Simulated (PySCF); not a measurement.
# H9NOSi3: the cost of one run

The runs use PySCF 2.14.0, with density-fitted response routines of our own; the level of theory stands in each step. All values are computed, except where a source is named. Atoms count from 0, in the outputs and in this text.

### Step 1. Starting geometry

14 atoms, charge 0, multiplicity 1; geometry from: GFN2-xTB. The atoms were then displaced at random by about 0.01 Å, so the start is not that level's minimum.

Bonds of the start (Å): O0–Si1 1.63, Si1–N2 1.74, N2–Si3 1.76, N2–Si4 1.72, O0–H5 0.92, Si1–H6 1.47, Si1–H7 1.46, Si3–H8 1.46, Si3–H9 1.44, Si3–H10 1.50, Si4–H11 1.48, Si4–H12 1.46, Si4–H13 1.47.

### Step 2. Relaxing the molecule at PBE0-D3(BJ)/def2-SVP

Job settings and geometry (Å):

```
{"job": {"xc": "PBE0", "basis": "def2-SVP", "d3": "d3bj", "grid": 1, "shake": 0.01, "kind": "geom"}, "charge": 0, "multiplicity": 1}
O      2.305260    -0.137660    -0.497770
Si     1.015210    -1.063540    -0.124690
N     -0.311270     0.056930     0.011280
Si     0.101170     1.769690    -0.078370
Si    -1.857420    -0.629040     0.337780
H      3.135720    -0.496000    -0.663280
H      1.284330    -1.746520     1.147600
H      0.775830    -2.016420    -1.198430
H      1.005280     2.143890     1.005270
H      0.614110     2.073490    -1.385380
H     -1.216450     2.455240     0.130910
H     -1.848590    -1.226960     1.691280
H     -2.155940    -1.653690    -0.655270
H     -2.854390     0.455500     0.271310
```

Launch:

```bash
$ OMP_NUM_THREADS=1 python probes_run.py task.json out
```

The driver reads the jobs from task.json and runs them one after another.

**Question.** How long does this first job take on 1 thread of Arm Neoverse N1, shared host, and how much memory does it need?

About 5.9 min, with a peak of 0.5 GiB.
